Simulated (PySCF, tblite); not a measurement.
# C8H7S radical: geometry, infrared bands and EPR parameters

Wanted: the infrared bands and EPR parameters of C8H7S radical (`[H]/[C]=C/c1cccc(S)c1`), by calculation.

Programs: tblite 0.8.0 and PySCF 2.14.0, with density-fitted response routines of our own. Each step states its level of theory. These are calculated values for one molecule in the gas phase, unless marked as measured. Atoms count from 0, in the outputs and in this text.

### 1 The starting structure

16 atoms, charge 0, multiplicity 2; geometry from: force field or distance geometry start.

Bonds of the start (Å): C0–C1 1.31, C1–C2 1.48, C2–C3 1.41, C3–C4 1.39, C4–C5 1.39, C5–C6 1.39, C6–S7 1.78, C6–C8 1.40, C8–C2 1.40, C0–H9 1.06, C1–H10 1.08, C3–H11 1.09, C4–H12 1.09, C5–H13 1.10, S7–H14 1.34, C8–H15 1.08.

### 2 Relaxing the molecule with GFN2-xTB

What the job is given:

```
{"job": {"kind": "relax", "xc": "GFN2-xTB", "basis": "xTB"}, "charge": 0, "multiplicity": 2}
C     -2.188500    -2.120900    -0.249400
C     -2.107100    -0.829500    -0.070900
C     -0.824300    -0.095800    -0.011600
C     -0.867200     1.300400     0.191300
C      0.313400     2.035300     0.253700
C      1.540100     1.402900     0.078400
C      1.600900     0.027500    -0.130700
S      3.184900    -0.765300    -0.340500
C      0.418200    -0.719600    -0.178800
H     -2.283300    -3.170600    -0.398800
H     -3.018900    -0.263700     0.068400
H     -1.818200     1.807200     0.332700
H      0.269300     3.112300     0.420000
H      2.462000     1.993000     0.113900
H      2.852800    -1.917300     0.255100
H      0.458400    -1.787000    -0.344100
```

Run with:

```sh
> OMP_NUM_THREADS=1 python probes_run.py task.json out
```

The driver reads the jobs from task.json and runs them one after another.

The program printed:

```text
step      E/eV     max force
  0    -647.41961    1.651
  1    -647.45835    1.080
  2    -647.47278    0.587
  3    -647.48236    0.348
  4    -647.49126    0.175
  5    -647.49377    0.129
  6    -647.49636    0.112
  7    -647.49846    0.143
  8    -647.50038    0.133
  9    -647.50159    0.095
 10    -647.50256    0.093
 11    -647.50372    0.093
 12    -647.50543    0.144
 13    -647.50768    0.180
 14    -647.51027    0.177
 15    -647.51339    0.147
 16    -647.51751    0.193
 17    -647.52334    0.267
 18    -647.53053    0.279
 19    -647.53559    0.364
 20    -647.53528    0.466
 21    -647.54587    0.206
 22    -647.55094    0.208
 23    -647.56121    0.321
 24    -647.56866    0.262
 25    -647.57778    0.339
 26    -647.59251    0.294
 27    -647.60402    0.364
 28    -647.61419    0.206
 29    -647.61873    0.303
 30    -647.62181    0.153
 31    -647.62558    0.107
 32    -647.62840    0.131
 33    -647.63054    0.101
 34    -647.63207    0.083
 35    -647.63342    0.092
 36    -647.63463    0.096
 37    -647.63589    0.097
 38    -647.63743    0.086
 39    -647.63936    0.100
 40    -647.64128    0.132
 41    -647.64276    0.140
 42    -647.64380    0.115
 43    -647.64460    0.073
 44    -647.64538    0.076
 45    -647.64615    0.089
 46    -647.64676    0.077
 47    -647.64712    0.045
 48    -647.64729    0.032
 49    -647.64747    0.061
 50    -647.64776    0.052
 51    -647.64804    0.054
 52    -647.64822    0.034
 53    -647.64833    0.026
 54    -647.64842    0.029
 55    -647.64850    0.031
 56    -647.64858    0.029
 57    -647.64866    0.020
 58    -647.64873    0.016
 59    -647.64878    0.011
 60    -647.64880    0.012
 61    -647.64882    0.011
 62    -647.64884    0.011
 63    -647.64886    0.007
```

Wall time 0.37 s (1 thread of Arm Neoverse V2, shared host).

Step by step: (not every step is listed)

| step | energy from step 0 (eV) | largest force (eV/Å) |
| --- | --- | --- |
| 0 | 0.0000 | 1.6506 |
| 1 | -0.0387 | 1.0797 |
| 2 | -0.0532 | 0.5867 |
| 3 | -0.0627 | 0.3478 |
| 4 | -0.0716 | 0.1753 |
| 5 | -0.0742 | 0.1290 |
| 6 | -0.0767 | 0.1123 |
| 7 | -0.0788 | 0.1427 |
| 8 | -0.0808 | 0.1327 |
| 13 | -0.0881 | 0.1798 |
| 18 | -0.1109 | 0.2794 |
| 23 | -0.1416 | 0.3206 |
| 28 | -0.1946 | 0.2056 |
| 33 | -0.2109 | 0.1007 |
| 38 | -0.2178 | 0.0863 |
| 43 | -0.2250 | 0.0725 |
| 48 | -0.2277 | 0.0318 |
| 53 | -0.2287 | 0.0255 |
| 58 | -0.2291 | 0.0156 |
| 59 | -0.2292 | 0.0114 |
| 60 | -0.2292 | 0.0116 |
| 61 | -0.2292 | 0.0112 |
| 62 | -0.2292 | 0.0114 |
| 63 | -0.2292 | 0.0073 |

Close pairs (by a distance rule), those that changed most:

| bond | before (Å) | after (Å) | change (Å) |
| --- | --- | --- | --- |
| C2–C3 | 1.412 | 1.393 | -0.019 |
| C1–H10 | 1.082 | 1.099 | +0.017 |
| C6–C8 | 1.400 | 1.383 | -0.016 |
| C5–H13 | 1.095 | 1.079 | -0.016 |
| C1–C2 | 1.479 | 1.463 | -0.016 |
| C6–S7 | 1.784 | 1.770 | -0.014 |
| C4–H12 | 1.091 | 1.080 | -0.011 |
| C4–C5 | 1.391 | 1.382 | -0.010 |

The final coordinates are the input of the step that follows.

### 3 Vibrational analysis with GFN2-xTB

What the job is given:

```
{"job": {"kind": "ir", "xc": "GFN2-xTB", "basis": "xTB"}, "charge": 0, "multiplicity": 2}
C     -2.035535    -2.208947    -0.249671
C     -1.992645    -0.923272    -0.071331
C     -0.778675    -0.110213     0.003647
C     -0.858692     1.272222     0.153157
C      0.293841     2.035012     0.217671
C      1.536250     1.436143     0.135079
C      1.622275     0.055604    -0.011925
S      3.231106    -0.674922    -0.111206
C      0.474649    -0.713892    -0.077500
H     -2.758167    -2.984645    -0.339112
H     -2.915886    -0.336936     0.036159
H     -1.825515     1.750317     0.217214
H      0.225180     3.106530     0.331977
H      2.439669     2.024174     0.184493
H      2.807622    -1.930729    -0.237913
H      0.526925    -1.787502    -0.192149
```

The program printed:

```text
mode    cm-1     km/mol
  1      84.8      2.44
  2     149.8      0.50
  3     162.7      0.04
  4     201.9      3.85
  5     220.3     40.26
  6     286.4      4.66
  7     394.1      0.44
  8     396.3      2.65
  9     447.1      0.36
 10     485.8      6.80
 11     512.8      7.16
 12     630.8      4.66
 13     655.9      2.34
 14     690.4      4.91
 15     715.3     29.00
 16     741.0      1.12
 17     796.5     40.30
 18     851.8     11.11
 19     868.9      0.92
 20     884.8      0.25
 21     903.3     17.55
 22     923.1      0.01
 23     987.8      2.85
 24    1112.6     29.05
 25    1130.1      1.01
 26    1176.5      5.23
 27    1189.6      1.47
 28    1223.9     11.58
 29    1263.3      2.85
 30    1331.2      2.45
 31    1421.6     10.97
 32    1449.7     13.80
 33    1569.7     44.48
 34    1580.3     14.43
 35    1689.5      2.56
 36    2433.1     91.63
 37    2790.6     23.95
 38    3070.4     17.37
 39    3075.4     12.58
 40    3088.0     46.08
 41    3101.4     24.16
 42    3204.0     11.32
```

Wall time 0.47 s (1 thread of Arm Neoverse V2, shared host).

The strongest bands and the atoms that carry them (share of the mass-weighted mode):

| cm⁻¹ | km/mol | atoms |
| --- | --- | --- |
| 220 | 40.3 | H14 62 % |
| 715 | 29.0 | H9 40 %, C0 16 % |
| 796 | 40.3 | H13 21 %, H12 13 %, H11 12 %, C2 12 % |
| 1113 | 29.1 | H15 37 %, C6 25 %, H12 14 % |
| 1570 | 44.5 | C5 28 %, C2 24 %, C4 18 %, C8 11 % |
| 2433 | 91.6 | H14 97 % |
| 3088 | 46.1 | H12 59 %, H11 17 %, H13 17 % |
| 3101 | 24.2 | H13 75 %, H12 15 % |

### 4 g tensor and hyperfine couplings: B3LYP/pcH-1

Same as in step 3 but for these lines:

```diff
@@ -1,2 +1,2 @@
-{"job": {"kind": "ir", "xc": "GFN2-xTB", "basis": "xTB"}, "charge": 0, "multiplicity": 2}
+{"job": {"kind": "epr", "basis": "pcH-1"}, "charge": 0, "multiplicity": 2}
 C     -2.035535    -2.208947    -0.249671
```

Level: UKS B3LYP, pcH-1 on C H S, non-relativistic, mean-field spin-orbit, GIAO.

The program printed:

```text
UKS, coarse grid
  cycle   1  E = -707.12246918  |g| = 3.17e-01
  cycle   2  E = -707.11505339  |g| = 3.33e-01
  cycle   3  E = -707.17182708  |g| = 8.28e-02
  cycle   4  E = -707.17464252  |g| = 4.80e-02
  cycle   5  E = -707.17585686  |g| = 1.24e-02
  cycle   6  E = -707.17594882  |g| = 5.32e-03
  cycle   7  E = -707.17597831  |g| = 2.70e-03
  cycle   8  E = -707.17598853  |g| = 1.85e-03
  cycle   9  E = -707.17599856  |g| = 7.01e-04
  cycle  10  E = -707.17599880  |g| = 5.47e-04
UKS, final grid
  cycle   1  E = -707.17599858  |g| = 7.89e-04
  cycle   2  E = -707.17599800  |g| = 1.36e-03
  cycle   3  E = -707.17599902  |g| = 1.84e-04
  cycle   4  E = -707.17599905  |g| = 9.66e-05
  cycle   5  E = -707.17599911  |g| = 6.55e-05
  cycle   6  E = -707.17599911  |g| = 1.38e-05
E = -707.17599911 Eh   <S^2> = 0.7621 (exact 0.7500)
g shifts (ppm)      1          2          3
  rmc          -143       -143       -143
  gc             20         13         27
  oz_so        -338         15        647
  total        -461       -115        531
hyperfine (MHz)  atom isotope    a_iso     a_fc   dipolar eigenvalues
    0   13C     290.40     290.52    -84.04    -58.49    142.53
    1   13C     -19.28     -19.28    -19.80      1.65     18.15
    2   13C      50.27      50.28     -4.82     -1.46      6.27
    3   13C      -3.85      -3.85     -3.76      1.34      2.43
    4   13C       1.94       1.94     -0.90     -0.23      1.12
    5   13C      -0.09      -0.09     -3.27      1.35      1.91
    6   13C       0.90       0.90     -0.86     -0.04      0.90
    7   33S       0.11       0.11     -0.26      0.09      0.17
    8   13C       0.20       0.20     -4.98      1.21      3.77
    9    1H      35.34      35.33    -32.89     -7.96     40.85
   10    1H     180.10     180.10     -5.51     -1.49      7.00
   11    1H       1.05       1.05     -1.64     -1.53      3.16
   12    1H      -0.12      -0.12     -0.64     -0.33      0.96
   13    1H       1.67       1.67     -0.43     -0.10      0.52
   14    1H      -0.01      -0.01     -0.86     -0.77      1.63
   15    1H       1.41       1.41     -7.25     -5.00     12.25
```

Run time: 1.7 min. Hardware: 1 thread of Arm Neoverse V2, shared host; peak memory 1.1 GiB.

Principal g values 2.00186, 2.00220, 2.00285; g(iso) = 2.00230, against 2.00232 for a free electron.

Hyperfine couplings, nucleus by nucleus at this fixed geometry (no averaging over rotations):

| nuclei | isotope | a(iso) (MHz) | a(iso) (G, at g = 2.0023) | largest dipolar term (MHz) |
| --- | --- | --- | --- | --- |
| C0 | 13C | 290.4 | 103.6 | 142.5 |
| H10 | 1H | 180.1 | 64.3 | 7.0 |
| C2 | 13C | 50.3 | 17.9 | 6.3 |
| H9 | 1H | 35.3 | 12.6 | 40.8 |
| C1 | 13C | -19.3 | -6.9 | -19.8 |
| C3 | 13C | -3.9 | -1.4 | -3.8 |
| C4 | 13C | 1.9 | 0.7 | 1.1 |
| H13 | 1H | 1.7 | 0.6 | 0.5 |
| H15 | 1H | 1.4 | 0.5 | 12.3 |
| H11 | 1H | 1.0 | 0.4 | 3.2 |
| C6 | 13C | 0.9 | 0.3 | 0.9 |
| C8 | 13C | 0.2 | 0.1 | -5.0 |
| H12 | 1H | -0.1 | 0.0 | 1.0 |
| S7 | 33S | 0.1 | 0.0 | -0.3 |

Mulliken spin populations:

C0 1.06; C1 -0.18; C2 0.06; C3 -0.02; C4 0.01; C5 -0.02; C6 0.01; S7 0.00; C8 -0.01; H9 0.00; H10 0.09; H11 0.00; H12 0.00; H13 0.00; H14 0.00; H15 0.01

In first order the couplings over 0.8 MHz of 1H give 32 distinct lines over 78.3 G.

The fields below are evaluated on a grid from the run's orbitals.

ELF in a plane through or near 16 of the atoms.

Values, 10 rows by 14 columns:
```
0.00 0.00 0.00 0.00 0.00 0.00 0.00 0.00 0.00 0.00 0.00 0.00 0.00 0.00
0.00 0.00 0.00 0.00 0.00 0.00 0.00 0.00 0.00 0.00 0.00 0.00 0.00 0.00
0.00 0.00 0.00 0.00 0.94 0.99 0.02 0.93 0.97 0.00 0.00 0.00 0.00 0.00
0.00 0.00 0.00 0.00 0.52 0.96 0.65 0.94 0.86 0.31 0.94 0.05 0.00 0.00
0.00 0.00 0.08 0.98 0.71 0.89 0.50 0.90 0.46 0.89 0.89 0.02 0.00 0.00
0.00 0.00 0.01 0.54 0.38 0.89 0.68 0.86 0.46 0.75 0.49 0.88 0.31 0.00
0.00 0.00 0.03 0.55 0.55 0.92 0.48 0.99 0.60 0.86 0.85 0.99 0.69 0.00
0.00 0.00 0.08 0.86 0.20 0.81 0.53 0.66 0.44 0.22 0.25 0.03 0.00 0.00
0.00 0.00 0.00 0.06 0.07 0.72 0.93 0.00 0.00 0.00 0.00 0.00 0.00 0.00
0.00 0.00 0.00 0.00 0.00 0.00 0.00 0.00 0.00 0.00 0.00 0.00 0.00 0.00
```
The map spans 13.1 Å across and 11.5 Å up, centred on the molecule. Atoms in the plane (x, y in Å): C0 (2.9, -0.8), C1 (2.2, 0.3), C2 (0.7, 0.3), C3 (0.1, 1.5), C4 (-1.3, 1.6), C5 (-2.1, 0.4), C6 (-1.4, -0.8), S7 (-2.4, -2.3), C8 (0.0, -0.9), H9 (3.9, -1.1), H10 (2.7, 1.3), H11 (0.6, 2.5), H12 (-1.8, 2.5), H13 (-3.1, 0.4), H14 (-1.4, -3.1), H15 (0.5, -1.8).

log10 of the density (e/Å³) in the same plane.

Ten even steps from ' ' (-4.0) to '@' (1.6):
```
                                                        
                                                        
                                                        
              ..::::::::::::::::::..                    
            ..::==++++========++==--::....              
            ..--++**##**++++**##++==----::::..          
          ..::--++**####**######**========--::          
        ..--====++**##@@##%%@@##++++****++==--..        
      ..::==++****######**######****####**==--::        
      ..::==**####@@##**++**##@@####@@##**++==--::      
        ::--==++**##############****######**++==--..    
        ..--====++**##%%##%%%%**++++**##%%####++--::    
      ..::==++****####******####++++**********==--::    
      ..::==++**@@@@##**++++****++====++++====--::..    
      ..::==++**%%%%##**++========----------::....      
    ....::--==++****##**++==--::::....::......          
..........::----==========--..                          
..........  ..::::::--::::..                            
......            ......                                
..                                                      
```
The map spans 13.1 Å across and 11.5 Å up, centred on the molecule. Atoms in the plane (x, y in Å): C0 (2.9, -0.8), C1 (2.2, 0.3), C2 (0.7, 0.3), C3 (0.1, 1.5), C4 (-1.3, 1.6), C5 (-2.1, 0.4), C6 (-1.4, -0.8), S7 (-2.4, -2.3), C8 (0.0, -0.9), H9 (3.9, -1.1), H10 (2.7, 1.3), H11 (0.6, 2.5), H12 (-1.8, 2.5), H13 (-3.1, 0.4), H14 (-1.4, -3.1), H15 (0.5, -1.8).

On the surface of density 0.002 e/bohr³ the electrostatic potential runs, from the 1st to the 99th percentile, from -0.84 V near S7 to 1.34 V near H14.

The spin density lies nearest to C0 67 %; H9 9 %; C1 7 % (beta excess); H10 7 %.

### 5 Outcome

| quantity | value |
| --- | --- |
| strongest single infrared mode (GFN2-xTB) | 2433 cm⁻¹, 92 km/mol |
| zero-point energy (GFN2-xTB) | 71.3 kcal/mol |
| g(iso) (B3LYP) | 2.00230 |
| ⟨S²⟩ | 0.762 (exact 0.75) |
| largest a(iso) | 13C on C0, 290.4 MHz |
| surface potential, 1st and 99th percentile | -0.84 V and 1.34 V |

What this shows: Over 63 steps the energy fell by 0.229 eV; of the close pairs, C2–C3 changed most, 1.412 to 1.393 Å. No mode is imaginary among the 42: a minimum at this level. The strongest single mode, at 2433 cm⁻¹, moves mainly H14. Unscaled tight-binding wavenumbers are off by several per cent, some by more. Its intensities can rank the bands wrongly. C0 carries the largest spin population, 1.06 e. The isotropic g lies 0.0 ppt below the free-electron value.
